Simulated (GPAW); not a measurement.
**CH4FNSi (SMILES C=N[SiH2]F): a first try and a second**

Aim: the charge distribution of CH4FNSi at PBE/dzp (scalar-relativistic datasets).

Program for the calculation: GPAW 26.7.0.

1 further run of the same task is left out (it didn't finish).

## Step 1: The molecule

CH4FNSi has 8 atoms, charge 0, and is taken as a singlet. As SMILES, `C=N[SiH2]F`. Geometry: relaxed at GFN2-xTB. This is one conformer, not always the lowest.

Bond lengths: C1–N2 1.248 Å, N2–Si3 1.715 Å, Si3–F4 1.619 Å, C1–H5 1.094 Å, C1–H6 1.088 Å, Si3–H7 1.449 Å, Si3–H8 1.449 Å. Angles: C1–N2–Si3 135.7°, N2–Si3–F4 115.1°, N2–C1–H5 124.8°, N2–C1–H6 119.3°, N2–Si3–H7 106.3°, N2–Si3–H8 106.3°, F4–Si3–H7 105.1°, F4–Si3–H8 105.1°, H5–C1–H6 115.9°, H7–Si3–H8 119.4°.

## Step 2: The input as first written

mol.xyz reads:

```xyz
8

C     -0.632600     1.413540    -0.105290
N      0.077290     0.573510     0.483780
Si     0.547020    -1.051110     0.200820
F     -0.032980    -1.707830    -1.160710
H     -1.156510     1.235480    -1.048620
H     -0.756440     2.404290     0.327560
H      1.985320    -1.033810     0.028450
H     -0.031100    -1.834070     1.274010
```

mol_sp.py reads:

```python
import numpy as np
from ase.io import read
from ase.units import Debye
from gpaw import GPAW

# Structure
atoms = read('mol.xyz')
atoms.center(vacuum=4.5)

# GPAW settings
calculator = GPAW(mode='lcao', maxiter=96, basis='dzp', xc='PBE', h=0.4, txt='-')
atoms.calc = calculator

energy = atoms.get_potential_energy()
print(f'Energy = {energy:.5f} eV')
forces = atoms.get_forces()
print('Forces (eV/Ang)')
for symbol, f in zip(atoms.symbols, forces):
    print(f'{symbol:2} {f[0]:9.4f} {f[1]:9.4f} {f[2]:9.4f}')
dipole = atoms.get_dipole_moment() / Debye
print(f'Dipole: {np.linalg.norm(dipole):.3f} D')
homo, lumo = calculator.get_homo_lumo()
print(f'HOMO: {homo:.3f} eV')
print(f'LUMO                    {lumo:.3f} eV')
print(f'Gap = {lumo - homo:.3f} eV')
```

Launch:

```bash
$ OMP_NUM_THREADS=1 python mol_sp.py
```

Standard output:

```text
[...]
Number of symmetries: 1
[...]
  Number of IBZ points: 1
[...]
basis functions: 72
Spin-components: 1 (collinear spins)
Bands:           19
[...]
  Valence electrons: 24.0
[...]
  Grid points: [32 32 28]
  Charge: 0.0  # |e|
[...]
    cutoffs:
[...]
occupation numbers:
  # Zero width
[...]
xc functional:
  name: PBE with 2 nearest neighbor stencil
[...]
|iter     |     time |      energy | eigst |  dens |
[...]
|iter:   1| 00:00:04 |  -19.370403 |      c|       |
[...]
|iter:   9| 00:00:07 |  -17.544140c|      c| -4.30c|
Converged in 9 steps
[...]
Energy contributions relative to reference atoms: (reference = -13159.735304)
Energy contributions:
  Kinetic:          40.970523
  Coulomb:         -23.007712
  Zero:              1.919705
  External:          0.000000
  Xc:              -37.426657
  Entropy:           0.000000
  Spinorbit:         0.000000
  ----------------------------
  Free energy:     -17.544140
  Extrapolated:    -17.544140
dipole moment: (-0.003846, 0.045983, 0.009729)  # |e|*Ang
Fermi level: -3.262
Eigenvalues  # (at kpt = [0.000, 0.000, 0.000])
| band index |      eig [eV] | occ [0-2] |
|------------|---------------|-----------|
|          0 |       -29.931 |     2.000 |
|        ... |               |           |
|          4 |       -12.399 |     2.000 |
|          5 |       -11.549 |     2.000 |
|          6 |       -10.965 |     2.000 |
|          7 |       -10.548 |     2.000 |
|          8 |        -9.554 |     2.000 |
|          9 |        -8.503 |     2.000 |
|         10 |        -7.777 |     2.000 |
|         11 |        -5.195 |     2.000 |
|         12 |        -1.330 |     0.000 |
|         13 |         0.354 |     0.000 |
[...]
Gap: 3.865 eV
Transition (v -> c):
[...]
Forces (eV/Ang)
C     2.2333    5.7498   33.2462
N   119.7435   24.9036  111.4498
Si   -1.0299    2.1555    0.9983
F   -66.7741  149.4890   34.0712
H   -24.6157  -24.7298  -21.1563
H   -22.2499   42.5109   38.6577
H    26.8406  -31.8264  -28.1171
H   -23.9146  -44.8269   -7.9485
Dipole: 0.227 D
HOMO: -5.195 eV
LUMO                    -1.330 eV
Gap = 3.865 eV
```

It took 8.6 s on 1 thread of Intel Xeon at 2.70GHz, shared host; peak memory 0.2 GiB.

## Step 3: Reading the log

The run finished; that doesn't make the result usable.

What is wrong: the grid is far too coarse. To mend it: grid spacing 0.2 in place of 0.4.

## Step 4: The mended input

run.xyz reads:

```xyz
8

C     -0.632600     1.413540    -0.105290
N      0.077290     0.573510     0.483780
Si     0.547020    -1.051110     0.200820
F     -0.032980    -1.707830    -1.160710
H     -1.156510     1.235480    -1.048620
H     -0.756440     2.404290     0.327560
H      1.985320    -1.033810     0.028450
H     -0.031100    -1.834070     1.274010
```

calc.py reads:

```python
import numpy as np
from ase.io import read
from ase.units import Debye
from gpaw import GPAW

mol = read("run.xyz")
mol.center(vacuum=4.5)

dft = GPAW(mode="lcao", basis="dzp", h=0.2, xc="PBE", maxiter=100, txt="-")
mol.calc = dft

energy = mol.get_potential_energy()
print(f"Energy                  {energy:.5f} eV")
forces = mol.get_forces()
print("Forces (eV/Ang)")
for symbol, f in zip(mol.symbols, forces):
    print(f'{symbol:2} {f[0]:9.4f} {f[1]:9.4f} {f[2]:9.4f}')
dipole = mol.get_dipole_moment() / Debye
print(f"Dipole                  {np.linalg.norm(dipole):.3f} D")
homo, lumo = dft.get_homo_lumo()
print(f"HOMO: {homo:.3f} eV")
print(f"LUMO = {lumo:.3f} eV")
print(f"Gap                     {lumo - homo:.3f} eV")
```

Launch:

```bash
$ python3 calc.py
```

Standard output:

```text
[...]
Number of symmetries: 1
[...]
  Number of IBZ points: 1
[...]
basis functions: 72
Spin-components: 1 (collinear spins)
Bands:           19
[...]
  Valence electrons: 24.0
[...]
  Grid points: [60 68 56]
  Charge: 0.0  # |e|
[...]
    cutoffs:
[...]
occupation numbers:
  # Zero width
[...]
xc functional:
  name: PBE with 2 nearest neighbor stencil
[...]
|iter     |     time |      energy | eigst |  dens |
[...]
|iter:   1| 00:00:10 |  -41.260314 |      c|       |
[...]
|iter:   9| 00:00:20 |  -39.338185c|      c| -4.08c|
Converged in 9 steps
[...]
Energy contributions relative to reference atoms: (reference = -13159.735304)
Energy contributions:
  Kinetic:          42.699403
  Coulomb:         -43.217241
  Zero:              0.837931
  External:          0.000000
  Xc:              -39.658278
  Entropy:           0.000000
  Spinorbit:         0.000000
  ----------------------------
  Free energy:     -39.338185
  Extrapolated:    -39.338185
dipole moment: (-0.058967, 0.224739, 0.055207)  # |e|*Ang
Fermi level: -3.942
Eigenvalues  # (at kpt = [0.000, 0.000, 0.000])
| band index |      eig [eV] | occ [0-2] |
|------------|---------------|-----------|
|          0 |       -29.004 |     2.000 |
|        ... |               |           |
|          4 |       -11.735 |     2.000 |
|          5 |       -11.197 |     2.000 |
|          6 |       -10.387 |     2.000 |
|          7 |       -10.063 |     2.000 |
|          8 |        -9.052 |     2.000 |
|          9 |        -8.963 |     2.000 |
|         10 |        -7.838 |     2.000 |
|         11 |        -5.863 |     2.000 |
|         12 |        -2.022 |     0.000 |
|         13 |         0.177 |     0.000 |
[...]
Gap: 3.841 eV
Transition (v -> c):
[...]
Forces (eV/Ang)
C    -0.7482    0.8673   -0.6929
N     1.5645   -1.2653    1.5216
Si   -0.3603    0.5609   -0.2484
F    -0.4419   -0.5469   -1.0527
H    -0.4928   -0.1835   -0.8820
H    -0.1946    1.0653    0.3645
H     0.9677   -0.0565    0.1806
H    -0.1301   -0.4772    0.8462
Dipole                  1.147 D
HOMO: -5.863 eV
LUMO = -2.022 eV
Gap                     3.841 eV
```

It took 21 s on 1 thread of Intel Xeon at 2.70GHz, shared host; peak memory 0.57 GiB.

## Step 5: Summary of results

Level: PBE/dzp (scalar-relativistic datasets).

```
                                              quantity        value
energy as printed (from the program's reference atoms)  -39.3382 eV
                                         dipole moment       1.15 D
                                           HOMO energy     -5.86 eV
                                           LUMO energy     -2.02 eV
                                         HOMO–LUMO gap      3.84 eV
```

The first attempt's energy was +21.794 eV off this one.
